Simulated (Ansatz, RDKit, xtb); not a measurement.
# C5H5ClO3: which of the isomers drawn lies lowest?

Which of a sample of isomers of C5H5ClO3 is the most stable in the gas at 298.15 K, and what are its properties? The sample is small against all isomers, and the most stable one of this formula need not be in it.

Plan: many cheap relaxations first (GFN2-xTB), then density-functional screening, relaxation at r2SCAN-D4/def2-SVP, vibrations (at GFN2-xTB) and a final energy. The numbers are computed, not measured.

### Step 1. Candidates

Isomers were taken from a list of plausible structures; this is a sample, not all of them. That gives 14 candidates.

```csv
label,SMILES,spin
c003,C=CO/C=C(\Cl)OC=O,singlet
c004,CC(=O)OC(=O)/C=C\Cl,singlet
c061,O=COC1=C(Cl)CCO1,singlet
c168,O=C(O)[C@@H]1C=C(Cl)OC1,singlet
c346,CO[C@@H]1C(Cl)=C1OC=O,singlet
c365,O=CCOC(=O)/C=C\Cl,singlet
c414,O=CO[C@@H]1OCC=C1Cl,singlet
c434,O=C[C@]1(CCl)COC1=O,singlet
c592,O=COC(=O)/C=C/CCl,singlet
c704,O=C(O)[C@@H]1OCC=C1Cl,singlet
c747,C=C(Cl)OC(=C)C(=O)O,singlet
c765,O=COCC(=O)/C=C\Cl,singlet
c868,CC(=O)/C(=C/Cl)OC=O,singlet
c947,COC1=C(Cl)CC(=O)O1,singlet
```

Candidates are built by distance geometry, with a force field where one applies, in up to four conformers (letters a to d).

**Question.** With final energies at CCSD(T)/def2-SVP + MP2/def2-TZVPP - MP2/def2-SVP, which structure will this search put lowest in free energy, and by what margin?

| quantity | value |
| --- | --- |
| lowest structure found | CC(=O)OC(=O)/C=C\Cl, singlet |
| next finalist | O=COC(=O)/C=C/CCl, singlet, 3.7 kcal/mol higher in G |
| share at equilibrium, among the finalists | 99.7 % |

`CC(=O)OC(=O)/C=C\Cl` comes out lowest. Among the finalists first place is clear (3.7 kcal/mol); structures outside the list aren't covered. r2SCAN-D4/def2-SVP, r2SCAN-D4/def2-SVP, relaxed, HF/def2-SVP and MP2/def2-SVP already put its bonding pattern lowest among the structures in one piece; GFN2-xTB and HF/STO-3G favour the singlet COC1=C(Cl)CC(=O)O1 (c947a, not a finalist). 8 minima inside the window were never screened. The search is not exhaustive (a finite list of starts, one conformer a finalist), so a lower isomer can't be ruled out. Only 14 drawn patterns were tried, so whole families of isomers are missing, and the result ranks this sample alone.
